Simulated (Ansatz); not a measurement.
Run this with the Python package of Ansatz (0.2.0) and show what comes out.

Script `methods_c2h4alfo.py`:
```python
"""One geometry of C2H4AlFO, method by method."""

from pathlib import Path

import ansatz as az
import numpy as np

BASIS = "cc-pVDZ"

system = (
    az.Crystal.molecule()
    .atom("C", [-1.5966, -0.4421, 1.0819])
    .atom("C", [-0.7238, -0.2875, 0.1253])
    .atom("O", [0.4548, 0.3498, 0.3941])
    .atom("Al", [1.8943, 0.5447, -0.882])
    .atom("F", [3.3666, 1.3541, -0.4796])
    .atom("H", [-1.4697, 0.0158, 2.0604])
    .atom("H", [-2.5583, -0.8862, 0.859])
    .atom("H", [-0.8753, -0.6713, -0.8676])
    .atom("H", [1.5966, -0.0237, -2.3087])
)

calc = system.calculation().basis(gaussian=BASIS)

print("functional    E (Ha)        dipole (D)   HOMO (eV)  LUMO (eV)")
for name in ["hf", "pbe0", "r2scan0", "blyp", "revpbe"]:
    report = calc.functional(name).forces().orbitals().run(threads=1, pin="off", runs_dir="runs").report
    lines = Path(report["orbitals_path"]).read_text().splitlines()
    field_of = lambda key: [line.split("=")[1].strip() for line in lines if line.startswith(key)]
    orbitals = [(27.211386 * float(e), s, float(n)) for e, s, n in zip(field_of("Ene="), field_of("Spin="), field_of("Occup="))]
    homo = max(e for e, _, n in orbitals if n > 0.5)
    lumo = min(e for e, _, n in orbitals if n < 0.5)
    dipole = 4.803205 * np.linalg.norm(report["charge_distribution"]["dipole_moment_e_ang"])
    print(f"{name:10s} {report['free_energy_ev'] / 27.211386246:14.6f} {dipole:9.3f} {homo:11.3f} {lumo:10.3f}")
```

```console
$ python methods_c2h4alfo.py
functional    E (Ha)        dipole (D)   HOMO (eV)  LUMO (eV)
hf            -494.361151     2.417      -9.107      1.376
pbe0          -495.796768     2.012      -6.482     -1.320
r2scan0       -495.993814     2.068      -6.644     -1.112
blyp          -496.129399     1.741      -5.136     -1.982
revpbe        -496.051382     1.751      -5.255     -2.003
```

Reading the output:
- Total energies depend on the basis set; only differences at equal settings carry meaning.
- The geometry is a force-field or estimated start, not a minimum of this method, and the basis set is short of its limit. A lower total doesn't mark the better method: functionals have no common bound, and MP2 and coupled cluster aren't variational.
- Levels such as HOMO and LUMO are orbital energies: with these approximate functionals they aren't the ionisation energy and electron affinity, and their gap isn't the fundamental gap.
- For Al to Cl the sets with a tight d function, cc-pV(X+d)Z, are usual.
- Hardware and time: 18 s on 1 thread of Arm Neoverse V1, on a shared host, peak memory 0.26 GiB.
